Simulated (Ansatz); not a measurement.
# Hf7GeO16: the cost of one run

Computed with Ansatz 0.2.0 (DFT, PBE, plane-wave PAW, default files, scalar-relativistic, as far as a step names no other, unless a step's input says otherwise).

1 further run of the same task is left out (it didn't finish).

## (1) The system as given

It takes space group Fm-3m (No. 225, cubic). The conventional cell has a = 10.230 Å, b = 10.230 Å, c = 10.230 Å, α = 90.00°, β = 90.00°, γ = 90.00°. Ge (site symmetry m-3m) has 8 O at 2.21 Å as nearest neighbours. Hf (site symmetry mmm) has 8 O at 2.21 Å as nearest neighbours. Around Hf (site symmetry m-3m) lie 8 O at 2.21 Å. Around O (site symmetry 3m) lie 1 Ge at 2.21 Å and 3 Hf at 2.21 Å. O (site symmetry 3m) is surrounded by 4 Hf at 2.21 Å.

Coordinates:

```
CELL_PARAMETERS angstrom
0.00000 5.11500 5.11500
5.11500 0.00000 5.11500
5.11500 5.11500 0.00000
ATOMIC_POSITIONS crystal
Ge 0.00000 0.00000 0.00000
Hf 0.00000 0.00000 0.50000
Hf 0.00000 0.50000 0.00000
Hf 0.00000 0.50000 0.50000
Hf 0.50000 0.00000 0.00000
Hf 0.50000 0.00000 0.50000
Hf 0.50000 0.50000 0.00000
Hf 0.50000 0.50000 0.50000
O 0.12500 0.12500 0.12500
O 0.12500 0.12500 0.62500
O 0.12500 0.62500 0.12500
O 0.12500 0.62500 0.62500
O 0.62500 0.12500 0.12500
O 0.62500 0.12500 0.62500
O 0.62500 0.62500 0.12500
O 0.62500 0.62500 0.62500
O 0.37500 0.37500 0.37500
O 0.37500 0.37500 0.87500
O 0.37500 0.87500 0.37500
O 0.37500 0.87500 0.87500
O 0.87500 0.37500 0.37500
O 0.87500 0.37500 0.87500
O 0.87500 0.87500 0.37500
O 0.87500 0.87500 0.87500
```

Atom 1 of the input is the impurity.

## (2) First run, atoms as given

input.yaml

```yaml
crystal:
  lattice:
    - [0.0, 5.115, 5.115]
    - [5.115, 0.0, 5.115]
    - [5.115, 5.115, 0.0]
  atoms:
    - { symbol: Ge, position: [0.0, 0.0, 0.0] }
    - { symbol: Hf, position: [0.0, 0.0, 0.5] }
    - { symbol: Hf, position: [0.0, 0.5, 0.0] }
    - { symbol: Hf, position: [0.0, 0.5, 0.5] }
    - { symbol: Hf, position: [0.5, 0.0, 0.0] }
    - { symbol: Hf, position: [0.5, 0.0, 0.5] }
    - { symbol: Hf, position: [0.5, 0.5, 0.0] }
    - { symbol: Hf, position: [0.5, 0.5, 0.5] }
    - { symbol: O, position: [0.125, 0.125, 0.125] }
    - { symbol: O, position: [0.125, 0.125, 0.625] }
    - { symbol: O, position: [0.125, 0.625, 0.125] }
    - { symbol: O, position: [0.125, 0.625, 0.625] }
    - { symbol: O, position: [0.625, 0.125, 0.125] }
    - { symbol: O, position: [0.625, 0.125, 0.625] }
    - { symbol: O, position: [0.625, 0.625, 0.125] }
    - { symbol: O, position: [0.625, 0.625, 0.625] }
    - { symbol: O, position: [0.375, 0.375, 0.375] }
    - { symbol: O, position: [0.375, 0.375, 0.875] }
    - { symbol: O, position: [0.375, 0.875, 0.375] }
    - { symbol: O, position: [0.375, 0.875, 0.875] }
    - { symbol: O, position: [0.875, 0.375, 0.375] }
    - { symbol: O, position: [0.875, 0.375, 0.875] }
    - { symbol: O, position: [0.875, 0.875, 0.375] }
    - { symbol: O, position: [0.875, 0.875, 0.875] }
kpoints:
  mp_grid: { grid: [3, 3, 3] }
scf:
  occupations: { method: fermi_dirac, width: 0.01 }
hamiltonian:
  xc: pbe
  pseudopotentials: { kind: paw }
output:
  forces: true
  stress: true
  populations: true
  efg:
    quadrupole_moments_barn: { Ge: -0.196, Hf: 3.365, O: -0.02558 }
    contact_densities: true
```

The run is started by

```sh
ansatz run input.yaml --threads 1 --pin off --max-ram 3072MiB --backend cpu --events-out ev --progress --plain --runs-dir out
```

What time and memory should one allow on 1 thread of AMD EPYC 9R14 (Zen 4), shared host?

About 13 s, with a peak of 0.82 GiB.
